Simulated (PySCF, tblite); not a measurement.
# C₆H₈NP: geometry, infrared bands and NMR shifts

Wanted: the infrared bands and NMR shifts of C₆H₈NP (`CPc1cccnc1`), by calculation.

Programs: tblite 0.8.0 and PySCF 2.14.0, with density-fitted response routines of our own. Each step states its level of theory. These are calculated values for one molecule in the gas phase, unless marked as measured. Atoms are numbered from 0 throughout.

## (1) Starting geometry

16 atoms, charge 0, multiplicity 1; geometry from: force field or distance geometry start.

Bonds of the start (Å): C0–P1 1.87, P1–C2 1.83, C2–C3 1.39, C3–C4 1.39, C4–C5 1.38, C5–N6 1.35, N6–C7 1.37, C7–C2 1.39, C0–H8 1.11, C0–H9 1.08, C0–H10 1.13, P1–H11 1.46, C3–H12 1.07, C4–H13 1.09, C5–H14 1.10, C7–H15 1.08.

## (2) Optimising the geometry with GFN2-xTB

Job settings and geometry (Å):

```
{"job": {"kind": "relax", "xc": "GFN2-xTB", "basis": "xTB"}, "charge": 0, "multiplicity": 1}
C      2.751000     0.056800    -0.101100
P      1.493900    -0.740200     1.033000
C     -0.133400    -0.089800     0.516900
C     -0.830900    -0.835900    -0.422400
C     -2.077200    -0.403100    -0.847600
C     -2.543400     0.784900    -0.322400
N     -1.844200     1.508000     0.581600
C     -0.619800     1.100800     1.037400
H      2.906600     1.128100     0.129000
H      3.710200    -0.442600    -0.042300
H      2.337000    -0.022000    -1.151600
H      1.549000    -2.186900     0.826200
H     -0.474300    -1.760500    -0.816000
H     -2.623800    -0.983200    -1.583900
H     -3.515100     1.200000    -0.621200
H     -0.093100     1.694400     1.772800
```

The run is started by

```sh
> OMP_NUM_THREADS=1 python probes_run.py task.json out
```

This one command runs all jobs of the session in turn.

**Question.** This job is followed by: GFN2-xTB harmonic vibrations, gas phase; GIAO PBE0/pcSseg-1 NMR shielding, non-relativistic, gas phase. Predict these results of the whole session: strongest single infrared mode (GFN2-xTB); zero-point energy (GFN2-xTB); 13C shifts against TMS (PBE0/pcSseg-1); 1H shifts against TMS (PBE0/pcSseg-1, means over atoms taken as alike); 31P shifts against H3PO4 (PBE0/pcSseg-1); 15N shifts against NH3 (PBE0/pcSseg-1).

**Answer**, as computed:

| quantity | value |
| --- | --- |
| strongest single infrared mode (GFN2-xTB) | 2248 cm⁻¹, 165 km/mol |
| zero-point energy (GFN2-xTB) | 76.4 kcal/mol |
| 13C shifts against TMS (PBE0/pcSseg-1) | 157.3, 153.8, 143.8, 143.8, 127.8, 11.0 ppm |
| 1H shifts against TMS (PBE0/pcSseg-1, means over atoms taken as alike) | 8.85, 8.77, 7.97, 7.25, 4.16, 1.51 ppm |
| 31P shifts against H3PO4 (PBE0/pcSseg-1) | -85.1 ppm |
| 15N shifts against NH3 (PBE0/pcSseg-1) | 360.3 ppm |

Over 123 steps the energy fell by 0.815 eV; of the close pairs, P1–H11 changed most, 1.462 to 1.401 Å. All 42 modes are real, so the xTB geometry is a minimum. The strongest single mode, at 2248 cm⁻¹, moves mainly H11. GFN2-xTB is a fitted tight-binding method: band positions and strengths are rough. Its intensities can rank the bands wrongly. At PBE0/pcSseg-1: The largest span, 720 ppm, is at N6, where the paramagnetic term is -423 ppm. NICS(1)zz of -27 ppm above the planar ring from C2 marks a diatropic (aromatic) ring current.
